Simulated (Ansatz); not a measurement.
**AsH3 (arsine) at HF/cc-pVTZ**

What is the electronic atomisation energy of AsH3 (arsine) at HF/cc-pVTZ? 

The calculation is run with Ansatz 0.2.0.

35 further runs of the same task are left out: 1 that didn't finish, 34 set aside as unsound or not needed.

## (1) Starting point

AsH3: 4 atoms, total charge 0, spin state singlet. As SMILES, `[AsH3]`. Geometry: relaxed at PBE0-D4/def2-TZVP.

Bond lengths: As1–H2 1.522 Å, As1–H3 1.522 Å, As1–H4 1.522 Å. Angles: H2–As1–H3 92.0°, H2–As1–H4 92.0°, H3–As1–H4 92.0°.

## (2) A single-point energy at HF/cc-pVTZ

input.yaml

```yaml
crystal:
  periodic: [false, false, false]
  atoms:
    - {symbol: As, position_ang: [-0.215800, 0.487600, -0.346000]}
    - {symbol: H, position_ang: [0.349900, 0.630300, 1.059400]}
    - {symbol: H, position_ang: [-1.068000, -0.705500, 0.061100]}
    - {symbol: H, position_ang: [0.933900, -0.412500, -0.774500]}
basis:
  gaussian: {orbitals: cc-pVTZ}
magnetization: {spin_polarized: false}
hamiltonian: {xc: hf}
accuracy: high
output: {orbitals: {seedname: orbitals}}
```

On the command line:

```console
$ ansatz run input.yaml --threads 1 --pin off --max-ram 3480MiB --events-out events.jsonl --progress --plain --runs-dir runs
```

The log of the run:

```text
Warning: RAYON_NUM_THREADS=1 ignored (pool sized by the plan → 1); use --threads N
Functional definition: HF
  name "HF"
  exchange = exact_x
  correlation = 0
1362 factors; integrals over basis functions are off by at most 4.0e-9 eV
mean field evaluation 1: about -60843.3797 eV, gradient 8.6e0 eV
mean field evaluation 2: about -60843.4477 eV, gradient 8.7e0 eV
mean field evaluation 4: about -60843.9341 eV, gradient 7.3e-1 eV
mean field evaluation 8: about -60843.9354 eV, gradient 6.3e-2 eV
mean field -60843.93543168 eV, -2235.9733856134 hartree, gradient 8.7e-8 eV, S^2 0.000000; 0 other end points of the search recorded, 0 dependent functions left out
reference -60843.93543168 eV, -2235.9733856134 hartree; 18, 18 occupied and 67, 67 virtual orbitals, 1362 factors
Total energy: -60843.93543168 eV, -2235.9733856134 hartree
```

Run time: 3.9 s. Hardware: 1 thread of Intel Xeon Platinum 8175M at 2.50GHz (Skylake/Cascade Lake), shared host; peak memory 0.18 GiB.

## (3) The As atom at the same level

input.yaml

```yaml
crystal:
  periodic: [false, false, false]
  atoms:
    - {symbol: As, position_ang: [0.000000, 0.000000, 0.000000]}
basis:
  gaussian: {orbitals: cc-pVTZ}
magnetization: {spin_polarized: true, initial_magnetization: 3}
accuracy: high
hamiltonian: {xc: hf}
```

Run the same way, it converges to -2234.23714 Eh (log not shown).

## (4) The H atom at the same level

in.yaml

```yaml
crystal:
  periodic: [false, false, false]
  atoms:
    - {symbol: H, position_ang: [0.000000, 0.000000, 0.000000]}
basis:
  gaussian:
    orbitals: cc-pVTZ
magnetization:
  spin_polarized: true
  initial_magnetization: 1
hamiltonian:
  xc: hf
accuracy: high
```

Run the same way, it converges to -0.49981 Eh (log not shown).

## (5) Results

At HF/cc-pVTZ:

| quantity | value |
| --- | --- |
| molecule: total energy | -2235.97339 Eh |
| molecule: HOMO energy | -10.38 eV |
| molecule: LUMO energy | 3.57 eV |
| molecule: HOMO–LUMO gap | 13.96 eV |
| As atom: total energy | -2234.23714 Eh |
| As atom: ⟨S²⟩ | 3.751 |
| H atom: total energy | -0.49981 Eh |
| H atom: ⟨S²⟩ | 0.750 |
| electronic atomisation energy | 6.444 eV |

In words: Taking the molecule apart into free atoms costs 6.44 eV (622 kJ/mol), before zero-point energy and without spin-orbit coupling. Hartree–Fock lacks the correlation of the bonding pairs, which as a rule makes this value much too low; in minimal bases other errors can mask that.
